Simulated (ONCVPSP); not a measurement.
# Te: the cost of one run

Method: ONCVPSP 4.0.1.1 (patched build), PBE, scalar-relativistic.

## 1. Starting point

Typed settings, in words:

* element: tellurium (Te, Z = 52)
* type: optimised norm-conserving Vanderbilt (ONCV)
* frozen core: [Ar] 3d10
* valence charge: 24
* reference configuration: 4s2 4p6 4d10 5s2 5p4
* partial waves: 4s+5s: rc 1.45 bohr, ncon 4, nbas 7, qcut 10 1/bohr, 2 projectors; 4p+5p: rc 1.35 bohr, ncon 4, nbas 8, qcut 12.7 1/bohr, 2 projectors; 4d: rc 1.50 bohr, ncon 5, nbas 9, qcut 16.5 1/bohr, 1 projector
* local potential: polynomial inside 1.15 bohr (lpopt 5, dvloc0 1 Ha)
* core correction: not asked for

An earlier all-electron run gives the scale for the radii.

All-electron outer shells of the reference configuration (PBE, scalar-relativistic, ld1.x):

```csv
shell,level (eV),outermost node (bohr),outermost maximum (bohr)
3p,-803.91,0.13,0.29
3d,-560.05,–,0.24
4s,-164.39,0.38,0.70
4p,-114.41,0.38,0.74
4d,-41.65,0.36,0.81
5s,-15.11,0.91,1.80
5p,-5.95,1.00,2.17
```

## 2. The generation run

File Te.dat:

```
# ATOM AND REFERENCE CONFIGURATION
# atsym  z   nc   nv     iexc    psfile
  Te 52.00    6    5        4      upf
#
#   n    l    f
    1    0    2.00
    2    0    2.00
    2    1    6.00
    3    0    2.00
    3    1    6.00
    3    2   10.00
    4    0    2.00
    4    1    6.00
    4    2   10.00
    5    0    2.00
    5    1    4.00
#
# PSEUDOPOTENTIAL AND OPTIMIZATION
# lmax
    2
#
#   l,   rc,      ep,       ncon, nbas, qcut
    0    1.45    0.00    4    7   10.00
    1    1.35    0.00    4    8   12.70
    2    1.50    0.00    5    9   16.50
#
# LOCAL POTENTIAL
# lloc, lpopt,  rc(5),   dvloc0
    4    5    1.15    1.00
#
# VANDERBILT-KLEINMAN-BYLANDER PROJECTORs
# l, nproj, debl
    0    2    0.90
    1    2    3.70
    2    1    1.20
#
# MODEL CORE CHARGE
# icmod, fcfact, rcfact
    0    0.00    0.00
#
# LOG DERIVATIVE ANALYSIS
# epsh1, epsh2, depsh
   -8.00    5.00    0.04
#
# OUTPUT GRID
# rlmax, drl
    6.00    0.01
#
# TEST CONFIGURATIONS
# ncnf
    4
# nvcnf
#   n    l    f
    5
    4    0    2.00
    4    1    6.00
    4    2   10.00
    5    0    2.00
    5    1    3.00
#
    5
    4    0    2.00
    4    1    6.00
    4    2   10.00
    5    0    2.00
    5    1    2.00
#
    5
    4    0    2.00
    4    1    6.00
    4    2   10.00
    5    0    2.00
    5    1    1.00
#
    5
    4    0    2.00
    4    1    6.00
    4    2   10.00
    5    0    0.00
    5    1    6.00
#
```

Launch:

```sh
oncvpsp.x < Te.dat > Te.out
```

**Question.** How long does this run take on 1 thread of Intel Xeon 6975P-C, shared host?

About 2.7 s.
